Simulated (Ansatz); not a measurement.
# GaP: the cost of one run

Program: Ansatz 0.2.0. Level of theory: DFT LDA, scalar-relativistic, plane waves, PAW. These are calculated values, not measurements.

2 further runs of the same task are left out: 2 set aside as unsound or not needed.

## 1. The structure to begin with

Symmetry: F-43m, No. 216, cubic system. The conventional cell has a = 5.391 Å, b = 5.391 Å, c = 5.391 Å, α = 90.00°, β = 90.00°, γ = 90.00°. Around Ga (site symmetry -43m) lie 4 P at 2.33 Å. P (site symmetry -43m) has 4 Ga at 2.33 Å as nearest neighbours.

Structure file:

```
Ga P
1.0
     0.00000    2.69565    2.69565
     2.69565    0.00000    2.69565
     2.69565    2.69565    0.00000
Ga P
1 1
Cartesian
  0.0000 0.0000 0.0000
  4.0435 4.0435 4.0435
```

It is the result of an earlier relaxation at this level (volume 19.59 Å³/atom; gap on the mesh: 1.43 eV).

## 2. Relaxing at 30 GPa

What is minimised here is the enthalpy; the energy can go up as the cell is squeezed.

input.yaml reads:

```yaml
crystal:
  lattice:
    - [0.0, 2.6956501129, 2.6956501129]
    - [2.6956501129, 0.0, 2.6956501129]
    - [2.6956501129, 2.6956501129, 0.0]
  atoms:
    - { symbol: Ga, position: [0.0, 0.0, 0.0] }
    - { symbol: P, position: [0.75, 0.75, 0.75] }
basis:
  ecutwfc: 420
kpoints:
  mp_grid: { grid: [8, 8, 8] }
hamiltonian:
  xc: lda
scf:
  occupations: { method: fixed }
output:
  forces: true
  stress: true
  eigenvalues: true
relax:
  adjacent_minimum: "off"
  f_tol: 0.001
  max_steps: 60
  cell: { stress_tol: 0.02, p_target: 30.0 }
```

Launch:

```sh
> ansatz run input.yaml --threads 1 --pin off --max-ram 3072MiB --backend cpu --events-out ev --progress --plain --runs-dir out
```

Q: Estimate wall time and peak memory on 1 thread of Intel Xeon Platinum 8259CL at 2.50GHz (Skylake/Cascade Lake), shared host.

About 29 s, with a peak of 0.36 GiB.
